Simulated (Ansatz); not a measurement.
# Pb (Lead): further runs on the relaxed cell

An exercise on one series of results from a longer session: the logs are not shown, and one member is left open.

Program: Ansatz 0.2.0. Level of theory: DFT r2SCAN, scalar-relativistic, plane waves, PAW. These are calculated values, not measurements.

1 further run of the same task is left out (set aside as unsound or not needed).

### The system as given

The structure is cubic, space group Fm-3m (No. 225). The conventional cell has a = 4.996 Å, b = 4.996 Å, c = 4.996 Å, α = 90.00°, β = 90.00°, γ = 90.00°. Pb (site symmetry m-3m) is surrounded by 12 Pb at 3.53 Å.

As a file:

```cif
data_structure
_symmetry_space_group_name_H-M 'P 1'
_symmetry_Int_Tables_number 1
_cell_length_a 3.5324
_cell_length_b 3.5324
_cell_length_c 3.5324
_cell_angle_alpha 60.000
_cell_angle_beta 60.000
_cell_angle_gamma 60.000
_cell_volume 31.17
loop_
_atom_site_label
_atom_site_type_symbol
_atom_site_fract_x
_atom_site_fract_y
_atom_site_fract_z
_atom_site_occupancy
Pb1 Pb 0.00000 0.00000 0.00000 1
```

It is the result of an earlier relaxation at this level (volume 31.17 Å³/atom; gap on the mesh: none (metal)).

Set-up of the first run:

input.yaml

```yaml
crystal:
  lattice:
    - [0.0, 2.4977940736, 2.4977940736]
    - [2.4977940736, 0.0, 2.4977940736]
    - [2.4977940736, 2.4977940736, 0.0]
  atoms:
    - { symbol: Pb, position: [0.0, 0.0, 0.0] }
basis:
  ecutwfc: 500
kpoints:
  mp_grid: { grid: [14, 14, 14] }
  band_path:
    path:
      - [[0.0, 0.0, 0.0], [0.5, 0.0, 0.5], [0.625, 0.25, 0.625]]
      - [[0.375, 0.375, 0.75], [0.0, 0.0, 0.0], [0.5, 0.5, 0.5], [0.5, 0.25, 0.75], [0.5, 0.0, 0.5]]
    npoints: 14
hamiltonian:
  xc: r2scan
scf:
  occupations: { method: gaussian, width: 0.1 }
  n_extra_bands: 6
output:
  forces: true
  stress: true
  eigenvalues: true
  populations: true
  dos: { projected: true, de: 0.02, nscf_kmesh: { grid: [21, 21, 21] } }
  bader: true
  write_density: true
  write_potential: true
  elf: true
  volumetric_format: npy
```

Run with:

```
$ ansatz run input.yaml --threads 1 --pin off --max-ram 2560MiB --backend cpu --events-out ev --progress --plain --runs-dir out
```

Steps of the session up to this table: Bands, states and charges; Volume × 0.97; Volume × 1.03; Point at V/V0 = 0.94; Volume × 1.06.

One table of the session follows, with a row left open; its other results are not shown here.

It belongs to the step «Fit of the equation of state». 

| volume (Å³/atom) | energy above the lowest point (meV/atom) | pressure (GPa) |
| --- | --- | --- |
| 29.297 | 17.2 | 3.18 |
| 30.232 | ? | ? |
| 31.167 | 0.0 | 0.00 |
| 32.102 | 3.7 | -1.20 |
| 33.037 | 13.6 | -2.20 |

**Question.** Estimate the row for volume (Å³/atom) = 30.232.

Worked estimate for «energy above the lowest point (meV/atom)». A straight line through the neighbours (29.297, 17.2) and (31.167, 0.0) gives 17.2 + (0.0 − 17.2) × (30.232 − 29.297) / (31.167 − 29.297) = 8.6; a parabola fitted to 3 rows on both sides gives 4.5.

As computed: energy above the lowest point (meV/atom): 3.9; pressure (GPa): 1.44. In «energy above the lowest point (meV/atom)» the line misses by +4.7 and the parabola by +0.6.
